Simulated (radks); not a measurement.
**Excited configurations of Eu³⁺**

An exercise on one series of results from a longer session: the logs are not shown, and one member is left open.

Program: radks (a radial shooting solver on a logarithmic mesh, Libxc functionals) version 1. Level of theory: scalar-relativistic Kohn-Sham, PBE, spin-unpolarised, spherical densities, finite nucleus. These are calculated values, not measurements, unless marked.

## What is computed

```
element            : europium (Z = 63)
charge             : +3
electrons          : 60
configuration      : [Xe] 4f6
nuclear rms radius : 5.1115 fm
```

The outer shells:

Eu³⁺
```
[Xe] core
4f [↑ ][↑ ][↑ ][↑ ][↑ ][↑ ][  ]
```

The first run:

Settings of this run:

```text
Z 63
configuration [Xe] 4f6
relativity scalar-relativistic
functional pbe,pbe
spin unpolarised
nucleus finite rms 5.1115 fm
c 137.035999084
```

Steps of the session up to this table: Ground configuration: [Xe] 4f6.

One of the session's tables, all rows but one given; the rest of the session is left out.

It belongs to the step «Ground configuration: [Xe] 4f6». Radial moments (bohr):

```
level     <r>  outermost maximum (interpolated)  90 % within  nodes
   3p       ?                                 ?            ?      ?
   3d  0.2260                             0.184        0.352      0
   4s  0.5654                             0.527        0.812      3
   4p  0.5983                             0.550        0.870      2
   4d  0.6514                             0.572        0.978      1
   5s   1.349                              1.22         1.94      4
   5p   1.555                              1.37         2.26      3
   4f  0.8772                             0.585         1.50      0
```

**Question.** Estimate the row for 3p.

As computed: <r>: 0.2480; outermost maximum (interpolated): 0.224; 90 % within: 0.371; nodes: 1. In the column «<r>» it lies between 3d (0.2260) and 4s (0.5654).

Caveats from the session: Spin polarisation and multiplet splitting are left out, so open shells lie too high by an amount that depends on their filling.
